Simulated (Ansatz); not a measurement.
# PtTe: the cost of one run

Computed with Ansatz 0.2.0 (DFT LDA+U (U_eff = 2 eV on Pt d, around-mean-field double counting), plane waves, PAW, no spin–orbit coupling unless a run says so, unless a step's input says otherwise).

## 1. The starting structure

The structure is hexagonal, space group P6_3/mmc (No. 194). The conventional cell has a = 4.111 Å, b = 4.111 Å, c = 5.446 Å, α = 90.00°, β = 90.00°, γ = 120.00°. Te (site symmetry -6m2) has 6 Pt at 2.74 Å as nearest neighbours. Pt (site symmetry -3m) is surrounded by 2 Pt at 2.72 Å and 6 Te at 2.74 Å.

Structure file:

```
Te Pt
1.0
     4.11100    0.00000    0.00000
    -2.05550    3.56023    0.00000
     0.00000    0.00000    5.44600
Te Pt
2 2
Direct
  0.33333 0.66667 0.25000
  0.66667 0.33333 0.75000
  0.00000 0.00000 0.00000
  0.00000 0.00000 0.50000
```

Magnetic order typed: opposed in the cell.

An earlier series on this cell reached its lowest free state from «from atoms, default search», perhaps among other starts (it ended without moments).

## 2. Random orbitals: single harmonics, second filling

input.yaml reads:

```yaml
crystal:
  lattice:
    - [4.11099924, 0.0, 0.0]
    - [-2.05549962, 3.56022978, 0.0]
    - [0.0, 0.0, 5.44599925]
  atoms:
    - { symbol: Te, position: [0.3333333333, 0.6666666667, 0.25] }
    - { symbol: Te, position: [0.6666666667, 0.3333333333, 0.75] }
    - { symbol: Pt, position: [0.0, 0.0, 0.0], spin: 0.3 }
    - { symbol: Pt, position: [0.0, 0.0, 0.5], spin: -0.3 }
basis:
  ecutwfc: 420
  ecutrho_ratio: 4
kpoints:
  mp_grid: { grid: [5, 5, 4] }
hamiltonian:
  xc: lda
  hubbard:
    sites:
      - { site: 2, l: d, u_eff: 2.0, starting_ns: [{ spin: up, occupation_matrix: s2up }, { spin: down, occupation_matrix: s2down }] }
      - { site: 3, l: d, u_eff: 2.0, starting_ns: [{ spin: up, occupation_matrix: s3up }, { spin: down, occupation_matrix: s3down }] }
    double_counting: amf
    occupation_matrices:
      s2up:
        matrix:
          - [0.97, 0.0, 0.0, 0.0, 0.0]
          - [0.0, 0.02, 0.0, 0.0, 0.0]
          - [0.0, 0.0, 0.97, 0.0, 0.0]
          - [0.0, 0.0, 0.0, 0.97, 0.0]
          - [0.0, 0.0, 0.0, 0.0, 0.97]
      s2down:
        matrix:
          - [0.97, 0.0, 0.0, 0.0, 0.0]
          - [0.0, 0.02, 0.0, 0.0, 0.0]
          - [0.0, 0.0, 0.97, 0.0, 0.0]
          - [0.0, 0.0, 0.0, 0.97, 0.0]
          - [0.0, 0.0, 0.0, 0.0, 0.97]
      s3up:
        matrix:
          - [0.02, 0.0, 0.0, 0.0, 0.0]
          - [0.0, 0.97, 0.0, 0.0, 0.0]
          - [0.0, 0.0, 0.97, 0.0, 0.0]
          - [0.0, 0.0, 0.0, 0.97, 0.0]
          - [0.0, 0.0, 0.0, 0.0, 0.97]
      s3down:
        matrix:
          - [0.97, 0.0, 0.0, 0.0, 0.0]
          - [0.0, 0.97, 0.0, 0.0, 0.0]
          - [0.0, 0.0, 0.02, 0.0, 0.0]
          - [0.0, 0.0, 0.0, 0.97, 0.0]
          - [0.0, 0.0, 0.0, 0.0, 0.97]
    ns_hold: { iters: 5 }
scf:
  occupations: { method: gaussian, width: 0.05 }
  lower_state_search: "off"
  max_iter: 150
output:
  forces: true
  stress: true
  eigenvalues: true
  populations: true
  hubbard: { sites: [{ site: 2, l: d }, { site: 3, l: d }] }
magnetization:
  spin_polarized: true
```

The typed matrices put 0.97 on the chosen orbitals and 0.02 on the others, and are held for 5 cycles.

Command:

```console
$ ansatz run input.yaml --threads 2 --pin off --max-ram 3072MiB --backend cpu --events-out ev --progress --plain --runs-dir out
```

**Question.** How long does this run take on 2 threads of Arm Neoverse V2, shared host, and how much memory does it need?

About 11 s, with a peak of 0.53 GiB.
